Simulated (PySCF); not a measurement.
**C2H5GeSi (SMILES [SiH2]C#[C][GeH3]) at USVWN5/cc-pVDZ**

What is the vertical ionisation energy of C2H5GeSi at USVWN5/cc-pVDZ? Input form: a Python script.

The calculation is run with PySCF 2.14.0.

1 further run of the same task is left out (set aside as unsound or not needed).

## 1. The structure to begin with

C2H5GeSi: 9 atoms, total charge 0, spin state doublet. SMILES: `[SiH2]C#[C][GeH3]`. The shape is that of a PBE0-D4/def2-TZVP optimisation.

Bond lengths: Si1–C2 1.801 Å, C2–C3 1.218 Å, C3–Ge4 1.901 Å, Si1–H5 1.484 Å, Si1–H6 1.484 Å, Ge4–H7 1.533 Å, Ge4–H8 1.533 Å, Ge4–H9 1.533 Å. Some angles: Si1–C2–C3 174.7°, C2–C3–Ge4 179.2°, C2–Si1–H5 111.7°, C2–Si1–H6 111.7°, C3–Ge4–H7 108.6°, C3–Ge4–H8 108.5°, C3–Ge4–H9 108.5°, H5–Si1–H6 112.4°, H7–Ge4–H8 110.3°, H7–Ge4–H9 110.3°.

## 2. The energy at USVWN5/cc-pVDZ

input.xyz

```xyz
9
C2H5GeSi
Si     0.082100     2.336500    -1.455900
C      0.032400     0.807000    -0.505500
C      0.108500    -0.236500     0.118500
Ge     0.202100    -1.863500     1.097100
H     -0.734500     2.241800    -2.691100
H     -0.281900     3.510600    -0.624700
H      1.629300    -2.414600     0.994600
H     -0.796600    -2.855500     0.490500
H     -0.152800    -1.572100     2.559500
```

run.py

```python
from pyscf import gto, dft

system = gto.Mole()
system.atom = 'input.xyz'
system.spin = 1
system.charge = 0
system.basis = 'cc-pvdz'
system.max_memory = 1860
system.verbose = 3
system.build()

mf = dft.UKS(system)
mf.xc = 'svwn'
mf.grids.level = 5
mf.conv_tol = 1e-10
mf.kernel()
if not mf.converged:
    mf = mf.newton().run(mf.mo_coeff, mf.mo_occ)

e_tot = mf.e_tot
print('E = %.10f Eh' % e_tot)
```

Launch:

```bash
$ OMP_NUM_THREADS=1 python run.py
```

The log of the run:

```text
converged SCF energy = -2440.49797725127  <S^2> = 0.7522047  2S+1 = 2.0022035
E = -2440.4979772513 Eh
```

It took 19 s on 1 thread of Intel Xeon 6975P-C (Granite Rapids), shared host; peak memory 0.33 GiB.

## 3. The singlet cation, same level

calc.py

```python
from pyscf import gto, dft

mol = gto.M(
    atom='''
Si     0.155147     4.415345    -2.751252
C      0.061227     1.525009    -0.955257
C      0.205035    -0.446920     0.223933
Ge     0.381914    -3.521505     2.073219
H     -1.388004     4.236388    -5.085442
H     -0.532714     6.634073    -1.180512
H      3.078931    -4.562933     1.879522
H     -1.505356    -5.396113     0.926911
H     -0.288750    -2.970838     4.836754
''',
    unit='bohr',
    basis='cc-pvdz',
    max_memory=1860,
    charge=1,
    verbose=3,
)

calc0 = dft.RKS(mol, xc='svwn')
calc0.conv_tol = 1e-10
calc0.grids.level = 5
calc0.kernel()
if not calc0.converged:
    calc0 = calc0.newton().run(calc0.mo_coeff, calc0.mo_occ)

energy = calc0.e_tot
print('E = %.10f Eh' % energy)
```

Launch:

```bash
$ OMP_NUM_THREADS=1 python calc.py
```

The log of the run:

```text
converged SCF energy = -2440.20906311662
E = -2440.2090631166 Eh
```

It took 16 s on 1 thread of Intel Xeon 6975P-C (Granite Rapids), shared host; peak memory 0.33 GiB.

## 4. Outcome

Level: USVWN5/cc-pVDZ.

```
                                            quantity           value
                      doublet C2H5GeSi: total energy  -2440.49798 Eh
                     doublet C2H5GeSi: dipole moment          0.67 D
doublet C2H5GeSi: HOMO energy (highest over α and β)        -4.96 eV
 doublet C2H5GeSi: LUMO energy (lowest over α and β)        -3.91 eV
                              doublet C2H5GeSi: ⟨S²⟩           0.752
                        singlet cation: total energy  -2440.20906 Eh
                         singlet cation: HOMO energy       -12.09 eV
                         singlet cation: LUMO energy       -10.64 eV
                       singlet cation: HOMO–LUMO gap         1.44 eV
  vertical ionisation energy (to the singlet cation)        7.862 eV
```

In words: Removing an electron at fixed nuclei costs 7.86 eV (181 kcal/mol). Only the singlet of the ionised species was computed; a triplet could lie lower. Mulliken charges (singlet cation) run from -0.02 on C2 to +0.40 on Si1.
